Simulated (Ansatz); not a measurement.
**HfNH₂+ (quintet): from Hartree-Fock to the top rungs at a displaced geometry (v2), def2-SVP**

An exercise on one series of results from a longer session: the logs are not shown, and one member is left open.

Program: Ansatz 0.2.0, Gaussian basis. Level of theory: def2-SVP, core rule «outside noble gas», up to 5 orbitals frozen. These are calculated values, not measurements.

To be run: UHF; CCSD(T) on ROHF; CCSD(T) on UHF; CISD as a restricted active space (open shells left free, so some higher excitations enter); CCSDT(Q) on ROHF; CCSDT(Q) on UHF.

26 further runs of the same task are left out: 10 for a known fault of the program, 4 that didn't finish, 12 set aside as unsound or not needed. Runs told in other sessions of the task aren't counted.

## The system

The geometry is a PBE0/def2-TZVP stationary point (not a proven minimum) with its atoms shifted at random (size 0.100 Å). No spin-orbit coupling is included. Elements past krypton take def2 core potentials.

4 atoms, charge 1, spin multiplicity 5.

Atoms are counted from 1 here; the program's logs count them from 0.

Bond lengths: Hf1–N2 2.321 Å, N2–H3 1.008 Å, N2–H4 1.105 Å. Angles: Hf1–N2–H3 127.0°, Hf1–N2–H4 121.5°, H3–N2–H4 108.4°.

The first run:

Input file in.yaml:

```yaml
crystal:
  periodic: [false, false, false]
  atoms:
    - {symbol: Hf, position_ang: [0.012460, -0.000067, 0.196958]}
    - {symbol: N, position_ang: [-0.154765, 0.008306, -2.118274]}
    - {symbol: H, position_ang: [-0.069433, 0.804488, -2.730028]}
    - {symbol: H, position_ang: [0.013676, -0.907992, -2.711814]}
basis:
  gaussian: {orbitals: def2-SVP}
total_charge: 1
magnetization: {spin_polarized: true, initial_magnetization: 4}
hamiltonian: {xc: hf}
output: {orbitals: {seedname: orbitals}}
```

The run is started by

```
$ ansatz run in.yaml --threads 1 --pin off --events-out ev --progress --plain --max-ram 2393MiB
```

Steps of the session up to this table: UHF; CCSD(T) on ROHF; CCSD(T) on UHF; CISD as a restricted active space (open shells left free, so some higher excitations enter); CCSDT(Q) on ROHF; CCSDT(Q) on UHF.

One of the session's tables, all rows but one given; the rest of the session is left out.

```
   method  from RCCSDT(Q) (meV)
     ROHF               +5224.0
      UHF               +5013.6
     RMP2                +762.3
     UMP2                +656.0
    RCCSD                +140.7
    UCCSD                 +46.2
 RCCSD(T)                 +35.2
 UCCSD(T)                 -50.6
   RCCSDT                     ?
   UCCSDT                 -67.1
RCCSDT(Q)                     0
UCCSDT(Q)                 -74.1
```

Q: Estimate the row for RCCSDT from the others.

As computed: from RCCSDT(Q) (meV): +7.9. In the column «from RCCSDT(Q) (meV)» it lies between RCCSDT(Q) (0) and RCCSD(T) (+35.2).

Not comparable, so not listed: CISD as a restricted active space (open shells left free, so some higher excitations enter) (they don't share determinant, frozen orbitals or solution with the rows shown, or repeat one).

The ROHF row is the lowest such solution found; the determinant under the restricted MP2 and coupled-cluster rows lies 0.03 eV higher.

To keep in mind: Warnings: coupled cluster took another determinant than the lowest. Restricted and unrestricted rows rest on different reference determinants; a gap between their highest levels can come from leftover correlation error, from unlike frozen cores or from another state.
